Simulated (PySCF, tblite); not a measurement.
# C5H9NO2Si: geometry, infrared bands and NMR shifts

What infrared bands and NMR shifts should C5H9NO2Si (`N#C[C@H]1CC[SiH2]OCO1`) show?

Computed with tblite 0.8.0 and PySCF 2.14.0, with density-fitted response routines of our own, on a single molecule in the gas phase. Atoms count from 0, in the outputs and in this text.

## 1. Starting geometry

18 atoms, charge 0, multiplicity 1; geometry from: force field or distance geometry start.

Bonds of the start (Å): N0–C1 1.15, C1–C2 1.47, C2–C3 1.48, C3–C4 1.48, C4–Si5 1.84, Si5–O6 1.71, O6–C7 1.39, C7–O8 1.38, O8–C2 1.36, C2–H9 1.11, C3–H10 1.12, C3–H11 1.13, C4–H12 1.12, C4–H13 1.14, Si5–H14 1.48, Si5–H15 1.49, C7–H16 1.10, C7–H17 1.12.

## 2. Optimising the geometry with GFN2-xTB

What the job is given:

```
{"job": {"kind": "relax", "xc": "GFN2-xTB", "basis": "xTB"}, "charge": 0, "multiplicity": 1}
N      2.255800     1.445500     1.729000
C      1.698400     1.123800     0.772600
C      0.996100     0.710000    -0.447000
C      1.130000    -0.753100    -0.622800
C     -0.057700    -1.608800    -0.425700
Si    -1.646000    -0.760000    -0.032400
O     -1.521400     0.418800     1.194400
C     -0.845300     1.535900     0.723600
O     -0.274500     1.205700    -0.487300
H      1.547900     1.196300    -1.276200
H      1.556200    -0.945500    -1.641000
H      1.897700    -1.082600     0.139900
H      0.129600    -2.329900     0.415400
H     -0.252500    -2.267800    -1.330500
H     -2.329500    -0.243800    -1.238600
H     -2.545200    -1.809500     0.514000
H     -0.115700     1.866300     1.482600
H     -1.632600     2.305100     0.518300
```

The run is started by

```console
> OMP_NUM_THREADS=1 python probes_run.py task.json out
```

The driver reads the jobs from task.json and runs them one after another.

**Question.** This job is followed by: GFN2-xTB harmonic vibrations, gas phase; GIAO PBE0/pcSseg-1 NMR shielding, non-relativistic, gas phase. What will the session give for the following? strongest single infrared mode (GFN2-xTB); zero-point energy (GFN2-xTB); 13C shifts against TMS (PBE0/pcSseg-1); 1H shifts against TMS (PBE0/pcSseg-1); 15N shifts against NH3 (PBE0/pcSseg-1); 29Si shifts against TMS (PBE0/pcSseg-1); 17O shifts against H2O (PBE0/pcSseg-1).

The runs gave:

```
                                 quantity                                                     value
strongest single infrared mode (GFN2-xTB)                                     2234 cm⁻¹, 285 km/mol
             zero-point energy (GFN2-xTB)                                             84.1 kcal/mol
   13C shifts against TMS (PBE0/pcSseg-1)                         120.2, 91.7, 70.1, 36.8, 13.9 ppm
    1H shifts against TMS (PBE0/pcSseg-1)  5.50, 5.39, 5.17, 5.09, 4.93, 2.17, 2.07, 1.48, 0.58 ppm
   15N shifts against NH3 (PBE0/pcSseg-1)                                                 323.3 ppm
  29Si shifts against TMS (PBE0/pcSseg-1)                                                 -16.3 ppm
   17O shifts against H2O (PBE0/pcSseg-1)                                           101.5, 77.0 ppm
```

Relaxing lowered the energy by 0.942 eV in 115 steps; the close pair that moved most is Si5–O6, from 1.706 to 1.632 Å. No mode is imaginary among the 48: a minimum at this level. The strongest single mode, at 2234 cm⁻¹, moves mainly H14. GFN2-xTB is a fitted tight-binding method: band positions and strengths are rough. Its intensities can rank the bands wrongly. The most deshielded carbon is C1 (nitrile carbon), at 120.2 ppm: this is the usual window of a C≡N carbon, which has no attached hydrogen. At PBE0/pcSseg-1: The widest tensor belongs to N0: span 503 ppm, with a paramagnetic part of -396 ppm.
